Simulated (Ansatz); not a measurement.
# C₃H₄O₂Si: up Jacob's ladder to CCSD(T)

An exercise on one series of results from a longer session: the logs are not shown, and one member is left open.

Computed with Ansatz 0.2.0, Gaussian basis. Level: functionals in def2-TZVPP, the program's frozen cores in correlated methods.

Plan: LDA (SPW92), PBE-D4, revPBE-D4, BLYP-D4, r2SCAN-D4, B97M-V, PBE0-D4, B3LYP-D4, r2SCANh-D4, r2SCAN0-D4, HSE06-D4, BHLYP-D4, CAM-B3LYP-D4, LC-ωPBE, ωB97X-V, ωB97M-V, B2PLYP, PBE-QIDH; CCSD(T)/def2-SVP; CCSD(T)/def2-TZVPP; MP2/def2-QZVPP; extrapolation to the limit; RPA on PBE.

## The relaxed structure

All runs share one geometry, relaxed beforehand with PBE0-D4 in a triple-zeta def2 set.

SMILES `C#C[SiH2]C(=O)O`, 10 atoms, charge 0, spin multiplicity 1.

Atoms are counted from 1 here; the program's logs count them from 0.

Bond lengths: C1–C2 1.206 Å, C1–H7 1.066 Å, C2–Si3 1.816 Å, Si3–C4 1.921 Å, Si3–H8 1.480 Å, Si3–H9 1.480 Å, C4–O5 1.203 Å, C4–O6 1.340 Å, O6–H10 0.972 Å. Angles: C2–C1–H7 179.9°, C1–C2–Si3 179.8°, C2–Si3–C4 112.6°, C2–Si3–H8 110.5°, C2–Si3–H9 110.5°, C4–Si3–H8 106.2°, C4–Si3–H9 106.2°, H8–Si3–H9 110.8°, Si3–C4–O5 120.7°, Si3–C4–O6 116.4°, O5–C4–O6 123.0°, C4–O6–H10 107.0°.

As a file:

| atom | x (Å) | y (Å) | z (Å) |
| --- | --- | --- | --- |
| C1 | 0.6551 | -2.4703 | -0.7946 |
| C2 | 0.2149 | -1.5697 | -0.1249 |
| Si3 | -0.4474 | -0.2097 | 0.8800 |
| C4 | -0.1648 | 1.5095 | 0.0719 |
| O5 | -0.5471 | 2.5127 | 0.6146 |
| O6 | 0.4709 | 1.5151 | -1.1073 |
| H7 | 1.0456 | -3.2650 | -1.3885 |
| H8 | -1.9110 | -0.3531 | 1.0444 |
| H9 | 0.2268 | -0.1632 | 2.1965 |
| H10 | 0.5401 | 2.4423 | -1.3891 |

The first run:

Contents of in.yaml:

```yaml
crystal:
  periodic: [false, false, false]
  atoms:
    - {symbol: C, position_ang: [0.655148, -2.470328, -0.794577]}
    - {symbol: C, position_ang: [0.214887, -1.569699, -0.124926]}
    - {symbol: Si, position_ang: [-0.447354, -0.209716, 0.879975]}
    - {symbol: C, position_ang: [-0.164758, 1.509530, 0.071906]}
    - {symbol: O, position_ang: [-0.547057, 2.512657, 0.614580]}
    - {symbol: O, position_ang: [0.470852, 1.515102, -1.107263]}
    - {symbol: H, position_ang: [1.045648, -3.264997, -1.388543]}
    - {symbol: H, position_ang: [-1.910984, -0.353094, 1.044400]}
    - {symbol: H, position_ang: [0.226770, -0.163203, 2.196491]}
    - {symbol: H, position_ang: [0.540147, 2.442347, -1.389143]}
basis:
  gaussian: {orbitals: def2-TZVPP}
hamiltonian: {xc: lda}
output: {orbitals: {seedname: orbitals}}
```

The run is started by

```sh
$ ansatz run in.yaml --threads 4 --pin off --events-out ev --progress --plain --max-ram 10444MiB
```

Steps of the session up to this table: LDA; PBE-D4 (GGA); revPBE-D4 (GGA); BLYP-D4 (GGA); r2SCAN-D4 (meta-GGA); B97M-V (meta-GGA); PBE0-D4 (hybrid); B3LYP-D4 (hybrid); r2SCANh-D4 (hybrid); r2SCAN0-D4 (hybrid); HSE06-D4 (hybrid); BHLYP-D4 (hybrid); CAM-B3LYP-D4 (range-separated); LC-ωPBE (range-separated); ωB97X-V (range-separated); ωB97M-V (range-separated); B2PLYP (double hybrid); PBE-QIDH (double hybrid).

One table of the session follows, with a row left open; its other results are not shown here.

It belongs to the step «Orbital energies across the functionals». 

| functional | HOMO (eV) | gap (eV) |
| --- | --- | --- |
| LDA (SPW92) | -6.65 | 4.45 |
| PBE-D4 | -6.44 | 4.49 |
| revPBE-D4 | -6.36 | 4.50 |
| BLYP-D4 | -6.34 | 4.52 |
| r2SCAN-D4 | -6.71 | 4.95 |
| B97M-V | -6.81 | 5.05 |
| PBE0-D4 | ? | ? |
| B3LYP-D4 | -7.66 | 6.49 |
| r2SCANh-D4 | -7.26 | 5.87 |
| r2SCAN0-D4 | -8.09 | 7.25 |
| HSE06-D4 | -7.48 | 6.16 |
| BHLYP-D4 | -9.24 | 9.40 |
| CAM-B3LYP-D4 | -9.30 | 9.54 |
| LC-ωPBE | -10.60 | 12.03 |
| ωB97X-V | -10.26 | 11.60 |
| ωB97M-V | -10.17 | 11.38 |

**Question.** Estimate the row for PBE0-D4.

The run gave: HOMO (eV): -7.88; gap (eV): 6.95. In the column «HOMO (eV)» it lies between r2SCAN0-D4 (-8.09) and B3LYP-D4 (-7.66).
